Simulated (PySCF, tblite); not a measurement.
# C₄HF₂N₂ radical: geometry, infrared bands and EPR parameters

Wanted: the infrared bands and EPR parameters of C₄HF₂N₂ radical (`Fc1[c]cc(F)nn1`), by calculation.

The runs use tblite 0.8.0 and PySCF 2.14.0, with density-fitted response routines of our own; the level of theory stands in each step. All values are computed, except where a source is named. Atoms are numbered from 0 throughout.

### Step 1. Starting geometry

9 atoms, charge 0, multiplicity 2; geometry from: force field or distance geometry start.

Bonds of the start (Å): F0–C1 1.36, C1–C2 1.37, C2–C3 1.39, C3–C4 1.39, C4–F5 1.36, C4–N6 1.35, N6–N7 1.34, N7–C1 1.34, C3–H8 1.09.

### Step 2. Geometry optimisation with GFN2-xTB

The job: settings as JSON, then the geometry in Å.

```
{"job": {"kind": "relax", "xc": "GFN2-xTB", "basis": "xTB"}, "charge": 0, "multiplicity": 2}
F      2.843500     0.427900     0.038400
C      1.516200     0.142900     0.004800
C      0.565000     1.127400     0.074100
C     -0.783800     0.796200     0.034300
C     -1.124900    -0.550100    -0.033800
F     -2.446800    -0.870100    -0.070400
N     -0.153400    -1.489000    -0.098200
N      1.144800    -1.147200    -0.062600
H     -1.547200     1.568200     0.088300
```

Launch:

```sh
OMP_NUM_THREADS=1 python probes_run.py task.json out
```

This one command runs all jobs of the session in turn.

**Question.** This job is followed by: GFN2-xTB harmonic vibrations, gas phase; UKS B3LYP, pcH-1 on C F H N, non-relativistic, mean-field spin-orbit, GIAO. Predict these results of the whole session: strongest single infrared mode (GFN2-xTB); zero-point energy (GFN2-xTB); g(iso) (B3LYP); ⟨S²⟩; largest a(iso); potential on the surface of density 0.002 e/bohr³, 1st and 99th percentile.

**Answer**, as computed:

| quantity | value |
| --- | --- |
| strongest single infrared mode (GFN2-xTB) | 1400 cm⁻¹, 456 km/mol |
| zero-point energy (GFN2-xTB) | 28.6 kcal/mol |
| g(iso) (B3LYP) | 2.00242 |
| ⟨S²⟩ | 0.757 (exact 0.75) |
| largest a(iso) | 13C on C2, 370.3 MHz |
| potential on the surface of density 0.002 e/bohr³, 1st and 99th percentile | -1.24 V and 1.73 V |

**Reading.** The optimisation took 13 steps and gained 0.373 eV; among the close pairs (by a distance rule), N6–N7 changed most, from 1.343 to 1.270 Å. All 21 modes are real, so the xTB geometry is a minimum. The strongest single mode, at 1400 cm⁻¹, is carried by C4, C1, C2, C3. Unscaled tight-binding wavenumbers are off by several per cent, some by more. Its intensities can rank the bands wrongly. Most of the unpaired spin sits on C2 (0.83 e). The isotropic g lies 0.1 ppt above the free-electron value. The conformer search found further structures of the same energy, which may be mirror or relabelled copies of this one.
